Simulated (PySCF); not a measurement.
# CH6B2FN (SMILES NBCBF) at 6 levels

Wanted: a comparison of 6 runs (HF/STO-3G, HF/3-21G, HF/6-31G, HF/def2-SVP, B3LYP/6-31G*, PBE0/def2-TZVP) of CH6B2FN. The job is set up through a Python script.

The calculation is run with PySCF 2.14.0.

**1. The molecule**

CH6B2FN: 11 atoms, total charge 0, spin state singlet. As SMILES, `NBCBF`. The shape is that of a GFN2-xTB optimisation. This is one conformer, not always the lowest.

Bond lengths: N1–B2 1.379 Å, B2–C3 1.603 Å, C3–B4 1.561 Å, B4–F5 1.326 Å, N1–H6 1.006 Å, N1–H7 1.007 Å, B2–H8 1.172 Å, C3–H9 1.090 Å, C3–H10 1.087 Å, B4–H11 1.176 Å. Some angles: N1–B2–C3 119.1°, B2–C3–B4 107.5°, C3–B4–F5 118.9°, N1–B2–H8 119.2°, C3–B2–H8 121.7°, B2–N1–H6 124.3°, B2–N1–H7 123.0°, B2–C3–H9 108.2°, B2–C3–H10 110.0°, B4–C3–H9 110.3°.

**2. Energy and forces at HF/STO-3G (run 1)**

Contents of calc.py:

```python
import pyscf.grad
from pyscf import gto

mol = gto.Mole()
mol.atom = '''
N   -1.334130   0.420000   1.022280
B   -0.112310  -0.217390   0.971430
C    0.952390   0.227150  -0.141630
B    0.568150  -0.493930  -1.471360
F   -0.380760   0.031720  -2.234700
H   -2.061960   0.199250   1.680910
H   -1.605390   1.137900   0.369680
H    0.117370  -1.074570   1.736560
H    0.884670   1.307830  -0.265150
H    1.958180  -0.024250   0.183810
H    1.013770  -1.513700  -1.851840
'''
mol.verbose = 4
mol.basis = 'sto-3g'
mol.max_memory = 1860
mol.spin = 0
mol.build()

hf = mol.RHF()
hf.conv_tol = 1e-10
hf.kernel()
if not hf.converged:
    hf = hf.newton().run(hf.mo_coeff, hf.mo_occ)

e_final = hf.e_tot
print(f'total energy: {e_final:.8f} hartree')
grad = hf.Gradients().kernel()
dip = hf.dip_moment()
pop, q = hf.mulliken_pop()
```

Launch:

```console
$ OMP_NUM_THREADS=1 python calc.py
```

The program printed:

```text
PySCF version 2.14.0

[... 65 lines left out ...]
converged SCF energy = -241.53471032591
total energy: -241.53471033 hartree
[... 11 lines left out ...]
Dipole moment(X, Y, Z, Debye): -1.13376,  0.84811,  0.57772
[... 43 lines left out ...]
charge of   10H =     -0.08811
```

Run time: 4.2 s. Hardware: 1 thread of Intel Xeon at 2.50GHz (Skylake/Cascade Lake), shared host; peak memory 0.12 GiB.

**3. Energy and gradient at HF/3-21G (run 2)**

Contents of run.py:

```python
import pyscf.grad
from pyscf import gto, scf

mol = gto.M(
    atom='''
N     -2.521140     0.793685     1.931829
B     -0.212235    -0.410808     1.835737
C      1.799756     0.429251    -0.267642
B      1.073648    -0.933392    -2.780467
F     -0.719532     0.059942    -4.222971
H     -3.896540     0.376528     3.176460
H     -3.033747     2.150319     0.698594
H      0.221797    -2.030643     3.281623
H      1.671784     2.471441    -0.501061
H      3.700424    -0.045826     0.347351
H      1.915748    -2.860478    -3.499470
''',
    basis='3-21g',
    spin=0,
    charge=0,
    max_memory=1860,
    verbose=4,
    unit='bohr',
)

mf = scf.RHF(mol)
mf.conv_tol = 1e-10
mf.kernel()
if not mf.converged:
    mf = mf.newton().run(mf.mo_coeff, mf.mo_occ)

etot = mf.e_tot
print('Final energy', etot)
grad = mf.Gradients().kernel()
dip = mf.dip_moment()
pop, q = mf.mulliken_pop()
```

Launch:

```console
$ OMP_NUM_THREADS=1 python run.py
```

The program printed:

```text
PySCF version 2.14.0

[... 67 lines left out ...]
converged SCF energy = -243.403571889212
Final energy -243.4035718892123
[... 11 lines left out ...]
Dipole moment(X, Y, Z, Debye): -0.87835,  0.79154,  1.19306
[... 69 lines left out ...]
charge of   10H =     -0.10136
```

It took 4.5 s on 1 thread of Intel Xeon at 2.50GHz (Skylake/Cascade Lake), shared host; peak memory 0.13 GiB.

Runs 3 to 5 aren't shown in full; the table further down has their settings and results.

**4. Energy and forces at PBE0/def2-TZVP (run 6)**

Contents of start.xyz:

```xyz
11
CH6B2FN
N     -1.334130     0.420000     1.022280
B     -0.112310    -0.217390     0.971430
C      0.952390     0.227150    -0.141630
B      0.568150    -0.493930    -1.471360
F     -0.380760     0.031720    -2.234700
H     -2.061960     0.199250     1.680910
H     -1.605390     1.137900     0.369680
H      0.117370    -1.074570     1.736560
H      0.884670     1.307830    -0.265150
H      1.958180    -0.024250     0.183810
H      1.013770    -1.513700    -1.851840
```

Contents of run.py:

```python
import pyscf.grad
from pyscf import gto, dft

mol = gto.Mole()
mol.atom = 'start.xyz'
mol.max_memory = 1860
mol.basis = 'def2-tzvp'
mol.charge = 0
mol.verbose = 4
mol.build()

mf = dft.RKS(mol)
mf.xc = 'pbe0'
mf.conv_tol = 1e-10
mf.grids.level = 5
mf.kernel()
if not mf.converged:
    mf = mf.newton().run(mf.mo_coeff, mf.mo_occ)

e_tot = mf.e_tot
print('E(%s) = %.9f' % ('PBE0', e_tot))
grad = mf.Gradients().kernel()
dip = mf.dip_moment()
pop, q = mf.mulliken_pop()
```

Launch:

```console
$ OMP_NUM_THREADS=1 python run.py
```

The program printed:

```text
PySCF version 2.14.0

[... 80 lines left out ...]
converged SCF energy = -245.931927229181
[... 13 lines left out ...]
Dipole moment(X, Y, Z, Debye): -0.82925,  0.88394,  1.14758
[... 203 lines left out ...]
charge of   10H =     -0.01257
```

Wall time 4.5 min (1 thread of Intel Xeon at 2.50GHz (Skylake/Cascade Lake), shared host); peak memory 2.9 GiB.

**5. All runs side by side**

```
run                               level  Cartesian functions  integration grid  energy (Eh)  dipole moment (D)  HOMO energy (eV)  LUMO energy (eV)  wall time
  1                           HF/STO-3G                   no                 –  -241.534710               1.53             -9.59              7.53      4.2 s
  2                            HF/3-21G                   no                 –  -243.403572               1.68            -11.48              3.58      4.5 s
  3                            HF/6-31G                   no                 –  -244.647378               1.57            -11.56              3.40      9.6 s
  4                         HF/def2-SVP                   no                 –  -244.543938               1.56            -11.60              3.23       22 s
  5  B3LYP/6-31G* (Cartesian functions)                  yes                 5  -246.117078               1.86             -7.62             -0.30       56 s
  6                      PBE0/def2-TZVP                   no                 5  -245.931927               1.67             -8.22             -0.62    4.5 min
```

**6. Outcome**

```
                       quantity          value
            run 6: total energy  -245.93193 Eh
           run 6: dipole moment         1.67 D
             run 6: HOMO energy       -8.22 eV
             run 6: LUMO energy       -0.62 eV
           run 6: HOMO–LUMO gap        7.59 eV
run 6: largest force on an atom     0.974 eV/Å
```

What this shows: The dipole moment (its size) runs from 1.53 D (HF/STO-3G) to 1.86 D (B3LYP/6-31G*). The two ends differ in method and basis. The HOMO–LUMO gap runs from 7.31 eV (B3LYP/6-31G*) to 17.12 eV (HF/STO-3G). Totals of different functionals can't be ranked against each other. In run 1 the basis is minimal, so the values are rough. All runs together took 6.1 min, the longest 4.5 min.
